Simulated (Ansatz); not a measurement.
# BaOs (CsCl type): other levels of theory at one geometry

An exercise on one series of results from a longer session: the logs are not shown, and one member is left open.

Method: DFT at several levels, plane waves, PAW, in Ansatz 0.2.0.

### The starting structure

The structure is cubic, space group Pm-3m (No. 221). The conventional cell has a = 3.728 Å, b = 3.728 Å, c = 3.728 Å, α = 90.00°, β = 90.00°, γ = 90.00°. Around Ba (site symmetry m-3m) lie 8 Os at 3.23 Å. Os (site symmetry m-3m) is surrounded by 8 Ba at 3.23 Å.

Coordinates:

```
Ba Os
1.0
     3.72797    0.00000    0.00000
     0.00000    3.72797    0.00000
     0.00000    0.00000    3.72797
Ba Os
1 1
Direct
  0.00000 0.00000 0.00000
  0.50000 0.50000 0.50000
```

This cell comes from an earlier session at PBE: 25.905 Å³/atom at 0.00 GPa, on a 8×8×8 mesh, a metal on this mesh.

Levels to run: PBE+SOC; r²SCAN; PBEsol; LDA; HSE06. Hardware: 2 threads of Arm Neoverse V2, shared host.

Set-up of the first run:

File input.yaml:

```yaml
crystal:
  lattice:
    - [3.7279657443, 0.0, 0.0]
    - [0.0, 3.7279657443, 0.0]
    - [0.0, 0.0, 3.7279657443]
  atoms:
    - { symbol: Ba, position: [0.0, 0.0, 0.0] }
    - { symbol: Os, position: [0.5, 0.5, 0.5] }
basis:
  ecutwfc: 420
  ecutrho_ratio: 4
kpoints:
  mp_grid: { grid: [8, 8, 8] }
hamiltonian:
  xc: pbe
scf:
  occupations: { method: gaussian, width: 0.05 }
output:
  forces: true
  stress: true
  eigenvalues: true
  populations: true
  dos: { projected: true, de: 0.02 }
  write_density: true
  write_potential: true
  elf: true
  volumetric_format: npy
magnetization:
  noncollinear: true
  spin_orbit: true
```

Started as:

```bash
$ ansatz run input.yaml --threads 2 --pin off --max-ram 2662MiB --backend cpu --events-out ev --progress --plain --runs-dir out
```

Among the steps run: PBE+SOC; r²SCAN; PBEsol; LDA; HSE06.

One table of the session follows, with a row left open; its other results are not shown here.

```
  level  pressure (GPa)
    PBE             0.0
    LDA            -6.0
 PBEsol            -4.1
PBE+SOC             1.6
 r²SCAN            -0.2
  HSE06               ?
```

Estimate the missing values for HSE06.

As computed: pressure (GPa): -0.5. In the column «pressure (GPa)» it lies between PBEsol (-4.1) and r²SCAN (-0.2).

The pressure runs from -6.0 GPa (LDA) to 1.6 GPa (PBE+SOC); a negative pressure means that level wants a smaller cell, a positive one a larger cell. Total energies of different levels have different zeros and can't be compared.

Limits of these values: Warnings in the runs' records: filled band counts differ across k points, stress scf threshold loose, stress exchange threshold loose.
